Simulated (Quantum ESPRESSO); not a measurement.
Write the native input for Quantum ESPRESSO 7.5 that does the following.

```yaml
Task: real-space fields
Functional: PBE
Potentials_or_basis: PseudoDojo 0.4.1 SR PBE standard
Cutoff: 1143 eV
Density_cutoff: 4572 eV
k_mesh: 1 × 1 × 1
Occupations: fermi-dirac, width 0.05 eV
Spin: no spin polarisation
Boundary_across_the_vacuum: none
Mixing_beta: 0.5
Most_SCF_iterations: 120
SCF_threshold: 1.4e-09 Ry
```

The system is C2GeFH3, in a box.

```
C Ge F H
1.0
    14.00000    0.00000    0.00000
     0.00000   13.00000    0.00000
     0.00000    0.00000   12.00000
C Ge F H
2 1 1 3
Direct
  0.59711 0.42657 0.58220
  0.53022 0.47365 0.54498
  0.42677 0.55077 0.48770
  0.34581 0.46296 0.43305
  0.65605 0.38431 0.61494
  0.37458 0.60818 0.58085
  0.45881 0.61892 0.39072
```

These files were run (other wordings do the same):

pw.in

```
&CONTROL
  calculation = 'scf'
  prefix = 'pwscf'
  outdir = './tmp'
  pseudo_dir = './pseudo'
  tprnfor = .true.
  disk_io = 'low'
/
&SYSTEM
  ibrav = 0
  celldm(1) = 8
  nat = 7
  ntyp = 4
  ecutwfc = 84
  nbnd = 24
  occupations = 'smearing'
  smearing = 'fd'
  degauss = 0.00367493
/
&ELECTRONS
  conv_thr = 1.4d-09
  electron_maxstep = 120
  mixing_beta = 0.5
/
ATOMIC_SPECIES
C     12.0110 C.upf
Ge    72.6300 Ge.upf
F     18.9984 F.upf
H      1.0080 H.upf
CELL_PARAMETERS alat
  3.3070207180951   0.0000000000000   0.0000000000000
  0.0000000000000   3.0708049525169   0.0000000000000
  0.0000000000000   0.0000000000000   2.8345891869387
ATOMIC_POSITIONS crystal
C      0.5971107100    0.4265692300    0.5822000000
C      0.5302250000    0.4736538500    0.5449833300
Ge     0.4267678600    0.5507692300    0.4877000000
F      0.3458107100    0.4629615400    0.4330500000
H      0.6560464300    0.3843076900    0.6149416700
H      0.3745821400    0.6081769200    0.5808500000
H      0.4588107100    0.6189230800    0.3907250000
K_POINTS gamma
```

pp_density.in

```
&INPUTPP
  prefix = 'pwscf'
  outdir = './tmp'
  filplot = 'density.dat'
  plot_num = 0
/
&PLOT
  nfile = 1
  filepp(1) = 'density.dat'
  iflag = 3
  output_format = 6
  fileout = 'density.cube'
/
```

pp_potential.in

```
&INPUTPP
  prefix = 'pwscf'
  outdir = './tmp'
  filplot = 'potential.dat'
  plot_num = 11
/
&PLOT
  nfile = 1
  filepp(1) = 'potential.dat'
  iflag = 3
  output_format = 6
  fileout = 'potential.cube'
/
```

pp_elf.in

```
&INPUTPP
  prefix = 'pwscf'
  outdir = './tmp'
  filplot = 'elf.dat'
  plot_num = 8
/
&PLOT
  nfile = 1
  filepp(1) = 'elf.dat'
  iflag = 3
  output_format = 6
  fileout = 'elf.cube'
/
```

pp_potential_ks.in

```
&INPUTPP
  prefix = 'pwscf'
  outdir = './tmp'
  filplot = 'potential_ks.dat'
  plot_num = 1
/
&PLOT
  nfile = 1
  filepp(1) = 'potential_ks.dat'
  iflag = 3
  output_format = 6
  fileout = 'potential_ks.cube'
/
```

Potentials or basis: PseudoDojo 0.4.1 SR PBE standard.

Launch:

```bash
$ OMP_NUM_THREADS=1 pw.x -in pw.in > pw.out
$ OMP_NUM_THREADS=1 pp.x -in pp_density.in > pp_density.out
$ OMP_NUM_THREADS=1 pp.x -in pp_potential.in > pp_potential.out
$ OMP_NUM_THREADS=1 pp.x -in pp_elf.in > pp_elf.out
$ OMP_NUM_THREADS=1 pp.x -in pp_potential_ks.in > pp_potential_ks.out
```

Results of the run:

| Quantity | Value |
| --- | --- |
| Largest force | 0.903 eV/Å |
| Gap between the frontier levels | 5.52 eV |
| Dipole moment | 2.25 D |

Caveat: this is a molecule in a periodic box, so the gap is that between its Kohn-Sham HOMO and LUMO and the box isn't a crystal.

It took 6 min on 1 thread of Intel(R) Xeon(R) Processor @ 2.50GHz (Skylake/Cascade Lake), with other jobs on the host, peak memory 1.1 GiB.
